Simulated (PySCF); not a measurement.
**Os(2+): excitation energy in aug-cc-pVTZ-PP plus 1 even-tempered diffuse shell per l with ECP60**

Wanted: the excitation energy of osmium, up a ladder of methods.

The numbers are computed with PySCF 2.14.0 (unrestricted determinants in a Gaussian basis, no spin-orbit coupling in the energies), except any that are marked as measured or tabulated.

### Step 1. The atom as given

| Item | Value |
| --- | --- |
| Element | osmium (Z = 76) |
| Basis | aug-cc-pVTZ-PP with one added diffuse shell each of s, p, d, f, g type with ECP60MDF (7s7p6d4f3g, 113 functions) |
| Hamiltonian | scalar relativity through the core potential |
| State 1 | Os(2+): [Xe] 4f14 5d5 6s1, high-spin 7S determinant (an excited configuration) |
| Needed too, but not shown | Os(2+) [Xe] 4f14 5d6 (5D) |
| Methods | UHF, LDA, PBE, PBE0, r2SCAN, M06-L, PW91, M06-2X, MP2 |
| Core shells frozen in the correlated runs | valence: 5s2 5p6 (for Os(2+)) |

Outer shells as boxes (Hund's rule):

Os2+ [Xe] 4f14 5d5 6s1
```
[Xe] core
4f [↑↓][↑↓][↑↓][↑↓][↑↓][↑↓][↑↓]
5d [↑ ][↑ ][↑ ][↑ ][↑ ]
6s [↑ ]
```

One driver process ran all states and methods and kept the integrals in memory. Each run is shown as a PySCF script that sums up its settings (the driver passes frozen orbitals as a list and adds second-order terms of double hybrids); the logs are those of the runs themselves. The driver starts from symmetry-adapted Hartree-Fock orbitals, holds the occupation by maximum overlap and uses a logarithmic radial grid for functionals, so a plain start would take other cycles.

The driver's launch:

```console
$ OMP_NUM_THREADS=1 python atomrun2.py TASK.json OUT
```

The integrals over 113 functions and the set-up took 1.4 s of CPU time.

### Step 2. Os(2+) [Xe] 4f14 5d5 6s1

#### UHF

input.py

```python
from pyscf import gto, scf, dft, mp, cc
import basis_set_exchange as bse
txt = bse.get_basis("aug-cc-pVTZ-PP", elements=["Os"], fmt="nwchem", header=False, augment_diffuse=1)
cut = txt.index("\nECP")
mol = gto.M(atom="Os 0 0 0", charge=2, spin=6, symmetry="D2h",
            basis=gto.basis.parse(txt[:cut]),
            ecp={"Os": gto.basis.parse_ecp(txt[cut:])})
mf = scf.UHF(mol)
mf.irrep_nelec = {'Ag': (4, 1), 'B1g': (1, 0), 'B2g': (1, 0), 'B3g': (1, 0), 'B1u': (1, 1), 'B2u': (1, 1), 'B3u': (1, 1)}
mf.kernel()
```

#### LDA

Changes to input.py:

```diff
@@ -7,3 +7,3 @@
             ecp={"Os": gto.basis.parse_ecp(txt[cut:])})
-mf = scf.UHF(mol)
+mf = dft.UKS(mol, xc="LDA,VWN")
 mf.irrep_nelec = {'Ag': (4, 1), 'B1g': (1, 0), 'B2g': (1, 0), 'B3g': (1, 0), 'B1u': (1, 1), 'B2u': (1, 1), 'B3u': (1, 1)}
```

#### PBE

Changes to input.py:

```diff
@@ -7,3 +7,3 @@
             ecp={"Os": gto.basis.parse_ecp(txt[cut:])})
-mf = dft.UKS(mol, xc="LDA,VWN")
+mf = dft.UKS(mol, xc="PBE")
 mf.irrep_nelec = {'Ag': (4, 1), 'B1g': (1, 0), 'B2g': (1, 0), 'B3g': (1, 0), 'B1u': (1, 1), 'B2u': (1, 1), 'B3u': (1, 1)}
```

#### PBE0

Changes to input.py:

```diff
@@ -7,3 +7,3 @@
             ecp={"Os": gto.basis.parse_ecp(txt[cut:])})
-mf = dft.UKS(mol, xc="PBE")
+mf = dft.UKS(mol, xc="PBE0")
 mf.irrep_nelec = {'Ag': (4, 1), 'B1g': (1, 0), 'B2g': (1, 0), 'B3g': (1, 0), 'B1u': (1, 1), 'B2u': (1, 1), 'B3u': (1, 1)}
```

#### r2SCAN

Changes to input.py:

```diff
@@ -7,3 +7,3 @@
             ecp={"Os": gto.basis.parse_ecp(txt[cut:])})
-mf = dft.UKS(mol, xc="PBE0")
+mf = dft.UKS(mol, xc="R2SCAN")
 mf.irrep_nelec = {'Ag': (4, 1), 'B1g': (1, 0), 'B2g': (1, 0), 'B3g': (1, 0), 'B1u': (1, 1), 'B2u': (1, 1), 'B3u': (1, 1)}
```

#### M06-L

Changes to input.py:

```diff
@@ -7,3 +7,3 @@
             ecp={"Os": gto.basis.parse_ecp(txt[cut:])})
-mf = dft.UKS(mol, xc="R2SCAN")
+mf = dft.UKS(mol, xc="M06L")
 mf.irrep_nelec = {'Ag': (4, 1), 'B1g': (1, 0), 'B2g': (1, 0), 'B3g': (1, 0), 'B1u': (1, 1), 'B2u': (1, 1), 'B3u': (1, 1)}
```

#### PW91

Changes to input.py:

```diff
@@ -7,3 +7,3 @@
             ecp={"Os": gto.basis.parse_ecp(txt[cut:])})
-mf = dft.UKS(mol, xc="M06L")
+mf = dft.UKS(mol, xc="PW91,PW91")
 mf.irrep_nelec = {'Ag': (4, 1), 'B1g': (1, 0), 'B2g': (1, 0), 'B3g': (1, 0), 'B1u': (1, 1), 'B2u': (1, 1), 'B3u': (1, 1)}
```

#### M06-2X

Changes to input.py:

```diff
@@ -7,3 +7,3 @@
             ecp={"Os": gto.basis.parse_ecp(txt[cut:])})
-mf = dft.UKS(mol, xc="PW91,PW91")
+mf = dft.UKS(mol, xc="M062X")
 mf.irrep_nelec = {'Ag': (4, 1), 'B1g': (1, 0), 'B2g': (1, 0), 'B3g': (1, 0), 'B1u': (1, 1), 'B2u': (1, 1), 'B3u': (1, 1)}
```

#### MP2 (valence)

Changes to input.py:

```diff
@@ -7,4 +7,5 @@
             ecp={"Os": gto.basis.parse_ecp(txt[cut:])})
-mf = dft.UKS(mol, xc="M062X")
+mf = scf.UHF(mol)
 mf.irrep_nelec = {'Ag': (4, 1), 'B1g': (1, 0), 'B2g': (1, 0), 'B3g': (1, 0), 'B1u': (1, 1), 'B2u': (1, 1), 'B3u': (1, 1)}
 mf.kernel()
+mp.UMP2(mf, frozen=4).kernel()
```

Q: Predict the outcome of this session.

As calculated:

```
                                     quantity                                value
excitation energy, Os(2+) → [Xe] 4f14 5d5 6s1  UHF -0.675, MP2 (valence) -0.071 eV
```

What this shows: The methods span 1.271 eV, from UHF (-0.675) to SCS-MP2 (valence) (0.595). No reference value is at hand in this session. All values hold for this basis alone; no basis-set limit was taken.
